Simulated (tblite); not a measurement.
# FH8OPSi3: the cost of one run

Computed with tblite 0.8.0 and PySCF 2.14.0; each step states its level. No surroundings beyond the atoms listed, unless a continuum is named. Atoms count from 0, parts from 1.

## 1. The system as given

14 atoms, charge 0, multiplicity 1; geometry: distance geometry start.

## 2. Geometry optimisation with GFN2-xTB

Job settings and geometry (Å):

```
{"job": {"kind": "relax", "xc": "GFN2-xTB", "basis": "xTB"}, "charge": 0, "multiplicity": 1}
Si    -1.654277     0.449243    -0.885940
O     -0.544657     1.423265     0.101004
Si     0.170445     0.865282     1.628378
F     -1.139273     0.429478    -2.490344
P     -1.676288    -1.622007    -0.128714
Si     0.226553    -2.670456    -0.180734
H     -2.942244     0.987580    -0.794020
H      1.554600     0.579481     1.421504
H      0.073429     1.928885     2.579315
H     -0.495963    -0.261985     2.116412
H     -2.517983    -1.836479     0.963735
H      0.031606    -3.977124     0.314229
H      0.711088    -2.710074    -1.488032
H      1.142217    -2.010229     0.665969
```

Level: GFN2-xTB geometry optimisation, gas phase.

The run is started by

```bash
$ OMP_NUM_THREADS=1 python cluster_run.py task.json out
```

This one command runs all jobs of the session in turn.

**Question.** How long does this first job take on 1 thread of Arm Neoverse V1, shared host?

About 2.9 s.
